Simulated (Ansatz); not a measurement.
# C₂H₈FNSi₂, SMILES C=C[SiH2][SiH](N)F: a single point in a Gaussian basis

Computed with the Ansatz DFT code, driven from Python.

Typed at the interpreter:
```pycon
>>> from pathlib import Path
>>> import warnings
>>> import ansatz as az
>>> GEOMETRY = """
... C     2.82330    1.00980   -0.38690
... C     1.91590    0.12600    0.04930
... Si    0.32220   -0.28070   -0.77760
... Si   -1.43110   -0.41480    0.76120
... N    -2.96460   -0.73580    0.08730
... F    -1.63180    0.97720    1.52960
... H     2.68800    1.58570   -1.29910
... H     3.74180    1.17960    0.16890
... H     2.10450   -0.42680    0.96450
... H     0.02290    0.75860   -1.80380
... H     0.48130   -1.57720   -1.49180
... H    -1.18720   -1.47670    1.76400
... H    -3.26160    0.09260   -0.42420
... H    -3.62360   -0.81760    0.85850
... """
>>> warnings.simplefilter("ignore", az.DeckWarning)
>>> geometry = az.Crystal.molecule()
>>> for line in GEOMETRY.strip().splitlines():
...     symbol, *xyz = line.split()
...     geometry = geometry.atom(symbol, [float(v) for v in xyz])
...
>>> base = geometry.calculation().basis(gaussian="def2-SVP").functional("pbe").accuracy("medium").orbitals()
>>> outcome = base.run(threads=1, runs_dir="runs")

>>> data = outcome.report
>>> data["mean_field"]["state"]["spin_squared"]
-1.4210854715202004e-13
>>> print("reference energy %16.6f eV" % data["reference_energy_ev"])
reference energy    -22142.274341 eV
>>> print("total energy     %16.6f eV" % data["free_energy_ev"])
total energy        -22142.274341 eV
>>> print("occupied orbitals outside the frozen core (up, down):", data["n_occupied"], " frozen:", data["n_frozen"], " virtual:", data["n_virtual"])
occupied orbitals outside the frozen core (up, down): [32, 32]  frozen: 0  virtual: [100, 100]
>>> field = data["mean_field"]
>>> print("<S^2> =", round(abs(field["state"]["spin_squared"]), 4), " all-electron relativity setting:", field["relativity"])
<S^2> = 0.0  all-electron relativity setting: none
>>> print("passes:", field["passes"])
passes: {'evaluations': 17, 'products': 12}
>>> if "symmetry" in field:
...     print("occupied orbitals by irrep:", field["symmetry"]["occupied"])
...
occupied orbitals by irrep: [{'A': 32}, {'A': 32}]
>>> lines = Path(data["orbitals_path"]).read_text().splitlines()
>>> field_of = lambda key: [line.split("=")[1].strip() for line in lines if line.startswith(key)]
>>> orbitals = [(27.211386 * float(e), s, float(n)) for e, s, n in zip(field_of("Ene="), field_of("Spin="), field_of("Occup="))]
>>> homo = max(e for e, _, n in orbitals if n > 0.5)
>>> lumo = min(e for e, _, n in orbitals if n < 0.5)
>>> for e, spin, n in sorted(orbitals):
...     if homo - 15 < e < lumo + 5:
...         print(f"{spin:6s} {e:10.3f} eV  occupation {n:.0f}")
...
Alpha     -21.119 eV  occupation 2
Alpha     -18.739 eV  occupation 2
Alpha     -14.595 eV  occupation 2
Alpha     -13.302 eV  occupation 2
Alpha     -12.404 eV  occupation 2
Alpha     -11.951 eV  occupation 2
Alpha     -11.085 eV  occupation 2
Alpha     -10.692 eV  occupation 2
Alpha     -10.088 eV  occupation 2
Alpha      -9.950 eV  occupation 2
Alpha      -9.831 eV  occupation 2
Alpha      -8.579 eV  occupation 2
Alpha      -8.447 eV  occupation 2
Alpha      -7.680 eV  occupation 2
Alpha      -7.161 eV  occupation 2
Alpha      -6.520 eV  occupation 2
Alpha      -6.382 eV  occupation 2
Alpha      -1.539 eV  occupation 0
Alpha      -0.525 eV  occupation 0
Alpha      -0.213 eV  occupation 0
Alpha       0.979 eV  occupation 0
Alpha       1.211 eV  occupation 0
Alpha       1.692 eV  occupation 0
Alpha       1.937 eV  occupation 0
Alpha       2.177 eV  occupation 0
Alpha       2.491 eV  occupation 0
Alpha       2.535 eV  occupation 0
Alpha       2.991 eV  occupation 0
```

Caveats:
- These settings explore the input space; basis and method may be short of convergence.
- The geometry is a force-field or estimated start, not a minimum of this method, and the basis set is short of its limit.
- Alpha marks a spatial orbital of a restricted run, filled by both spins.
- Levels such as HOMO and LUMO are orbital energies: with these approximate functionals they aren't the ionisation energy and electron affinity, and their gap isn't the fundamental gap.
- Run time: 4.9 s on 1 thread of Arm Neoverse V1, with other jobs on the host, peak memory 0.23 GiB.

(Lines on the test bed's own set-up are left out of the output.)
